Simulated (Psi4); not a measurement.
**C2H3ClSi (SMILES ClC1=C[SiH2]1): CCSD(T)/6-31G (sweep point 3)**

What is the vertical ionisation energy of C2H3ClSi at CCSD(T)/6-31G (sweep point 3)? 

The calculation is run with Psi4 1.11.

## Step 1: The molecule

The species is C2H3ClSi (7 atoms), meant as a singlet with charge 0. SMILES: `ClC1=C[SiH2]1`. Geometry: relaxed at PBE0-D4/def2-TZVP.

Bond lengths: Cl1–C2 1.700 Å, C2–C3 1.327 Å, C2–Si4 1.804 Å, C3–Si4 1.819 Å, C3–H5 1.082 Å, Si4–H6 1.482 Å, Si4–H7 1.482 Å. Some angles: Cl1–C2–C3 135.8°, Cl1–C2–Si4 155.1°, C3–C2–Si4 69.2°, C2–C3–Si4 67.9°, C2–Si4–C3 43.0°, C2–C3–H5 137.0°, Si4–C3–H5 155.1°, C2–Si4–H6 121.6°, C2–Si4–H7 121.6°, C3–Si4–H6 121.6°.

## Step 2: A single-point energy at CCSD(T)/6-31G (sweep point 3)

c2h3clsi.dat

```
memory 1600 MB

molecule system {
  0 1
  Cl    -1.169200    -2.293300     0.411500
  C     -0.358000    -0.819900     0.163200
  C      0.836800    -0.330000     0.466700
  Si    -0.185900     0.871600    -0.438900
  H      1.727500    -0.673800     0.975600
  H     -0.837800     2.011300     0.248800
  H      0.047800     1.166200    -1.872600
  units angstrom
  symmetry c1
}

set {
  puream true
  scf_type pk
  num_frozen_docc 12
}

result = energy('ccsd(t)/6-31G')
```

Run with:

```console
psi4 -i c2h3clsi.dat -o c2h3clsi.out -n 1
```

c2h3clsi.out:

```text
[...]
  Running in c1 symmetry.
[...]
  Nuclear repulsion =  179.922318629891919
[...]
  Multiplicity = 1
[...]
  Nalpha       = 23
  Nbeta        = 23
[...]
    Number of basis functions: 50
[...]
   @RHF iter   1:  -825.63687451477870   -2.22652e-01   4.71240e-03 DIIS/ADIIS
[...]
   @RHF iter  12:  -825.67764817418993   -1.25056e-12   4.52999e-09 DIIS
[...]
    Orbital Energies [Eh]
    ---------------------
    Doubly Occupied:
       1A   -104.829143     2A    -68.819980     3A    -11.309072
       4A    -11.263115     5A    -10.570581     6A     -8.039278
       7A     -8.034747     8A     -8.034597     9A     -6.184702
      10A     -4.291865    11A     -4.289333    12A     -4.288343
      13A     -1.176602    14A     -1.071775    15A     -0.751433
      16A     -0.704816    17A     -0.631405    18A     -0.545972
      19A     -0.542304    20A     -0.491381    21A     -0.440299
      22A     -0.395489    23A     -0.373018
[...]
  @RHF Final Energy:  -825.67764817418993
   => Energetics <=
    Nuclear Repulsion Energy =            179.9223186298919188
    One-Electron Energy =               -1497.0414311784668371
    Two-Electron Energy =                 491.4414643743851343
    Total Energy =                       -825.6776481741899261
[...]
 Multipole Moments:
 ------------------------------------------------------------------------------------
     Multipole            Electronic (a.u.)      Nuclear  (a.u.)        Total (a.u.)
 ------------------------------------------------------------------------------------
 L = 1.  Multiply by 2.5417464519 to convert [e a0] to [Debye]
 Dipole X            :         -2.3750277            2.7853499            0.4103222
 Dipole Y            :         -5.1728600            5.8962282            0.7233682
 Dipole Z            :          1.0693684           -1.1862244           -0.1168560
 Magnitude           :                                                    0.8398102
[...]
      * MP2 total energy                      = -825.951399593694305
[...]
      * CCSD total energy                     = -825.983095524701412
[...]
      * CCSD(T) total energy                  = -825.993427695914988
[...]
```

Run time: 17 s. Hardware: 1 thread of Intel Xeon at 2.50GHz (Skylake/Cascade Lake), shared host; peak memory 0.21 GiB.

## Step 3: The doublet cation at the same level

c2h3clsi.dat

```
memory 1.6 GB

molecule {
  1 2
  Cl    -1.169200    -2.293300     0.411500
  C     -0.358000    -0.819900     0.163200
  C      0.836800    -0.330000     0.466700
  Si    -0.185900     0.871600    -0.438900
  H      1.727500    -0.673800     0.975600
  H     -0.837800     2.011300     0.248800
  H      0.047800     1.166200    -1.872600
  symmetry c1
}

set reference uhf
set puream true
set scf_type pk
set num_frozen_docc 12
set maxiter 100

energy('ccsd(t)/6-31G')
```

Run with:

```console
psi4 c2h3clsi.dat c2h3clsi.out -n 1
```

c2h3clsi.out:

```text
[...]
  Running in c1 symmetry.
[...]
  Nuclear repulsion =  179.922318629891919
[...]
  Multiplicity = 2
[...]
  Nalpha       = 23
  Nbeta        = 22
[...]
    Number of basis functions: 50
[...]
   @UHF iter   1:  -825.24591819441628    1.68304e-01   5.76763e-03 ADIIS/DIIS
[...]
   @UHF iter  30:  -825.31962381866242   -1.04592e-11   7.87746e-09 DIIS
[...]
   @S^2 Observed:                8.662050330E-01
[...]
    Orbital Energies [Eh]
    ---------------------
    Alpha Occupied:
       1A   -105.081900     2A    -69.084007     3A    -11.584044
       4A    -11.514479     5A    -10.820141     6A     -8.292562
       7A     -8.283709     8A     -8.282954     9A     -6.448975
      10A     -4.556678    11A     -4.553271    12A     -4.551104
      13A     -1.445524    14A     -1.335218    15A     -1.008611
      16A     -0.950126    17A     -0.880162    18A     -0.798921
      19A     -0.797933    20A     -0.716487    21A     -0.680771
      22A     -0.675779    23A     -0.611693
    Alpha Virtual:
      24A     -0.122903    25A     -0.088717    26A     -0.025989
[...]
  @UHF Final Energy:  -825.31962381866242
   => Energetics <=
    Nuclear Repulsion Energy =            179.9223186298919188
    One-Electron Energy =               -1485.6210787996835734
    Two-Electron Energy =                 480.3791363511293184
    Total Energy =                       -825.3196238186624214
  UHF NO Occupations:
  HONO-2 :   21  A 1.9955899
  HONO-1 :   22  A 1.9498349
[...]
 Multipole Moments:
 ------------------------------------------------------------------------------------
     Multipole            Electronic (a.u.)      Nuclear  (a.u.)        Total (a.u.)
 ------------------------------------------------------------------------------------
 L = 1.  Multiply by 2.5417464519 to convert [e a0] to [Debye]
 Dipole X            :         -2.0415258            2.7853499            0.7438241
 Dipole Y            :         -4.4626583            5.8962282            1.4335699
 Dipole Z            :          0.9257281           -1.1862244           -0.2604963
 Magnitude           :                                                    1.6359264
[...]
      * MP2 total energy                      = -825.583681457523426
[...]
      * CCSD total energy                     = -825.622288535439566
[...]
      * CCSD(T) total energy                     = -825.633562314098526
[...]
```

It took 38 s on 1 thread of Intel Xeon at 2.50GHz (Skylake/Cascade Lake), shared host; peak memory 0.21 GiB.

## Step 4: Summary of results

Level: CCSD(T)/6-31G (sweep point 3), 12 core orbitals frozen.

| quantity | value |
| --- | --- |
| singlet C2H3ClSi: total energy | -825.99343 Eh |
| singlet C2H3ClSi: HOMO energy (Hartree–Fock orbitals) | -10.15 eV |
| singlet C2H3ClSi: LUMO energy (Hartree–Fock orbitals) | 2.84 eV |
| singlet C2H3ClSi: HOMO–LUMO gap (Hartree–Fock orbitals) | 12.99 eV |
| singlet C2H3ClSi: correlation energy (12 core orbitals frozen) | -315.8 mEh |
| singlet C2H3ClSi: (T) correction | -10.33 mEh |
| singlet C2H3ClSi: T1 diagnostic | 0.013 |
| doublet cation: total energy | -825.63356 Eh |
| doublet cation: HOMO energy (Hartree–Fock orbitals) (highest over α and β) | -16.58 eV |
| doublet cation: LUMO energy (Hartree–Fock orbitals) (lowest over α and β) | -8.75 eV |
| doublet cation: correlation energy (12 core orbitals frozen) | -313.9 mEh |
| doublet cation: (T) correction | -11.27 mEh |
| doublet cation: ⟨S²⟩ of the reference determinant | 0.866 |
| doublet cation: T1 diagnostic | 0.054 |
| vertical ionisation energy (to the doublet cation) | 9.792 eV |

In words: Removing an electron at fixed nuclei costs 9.79 eV (226 kcal/mol). The triples (singlet C2H3ClSi) make up 3.3 % of the correlation energy. ⟨S²⟩ (doublet cation) is 0.87 where a pure doublet has 0.75: the reference is spin-contaminated. The T1 diagnostic (doublet cation) of 0.054 is above the customary mark for such species, so a single reference may not serve. The triples (doublet cation) make up 3.6 % of the correlation energy.
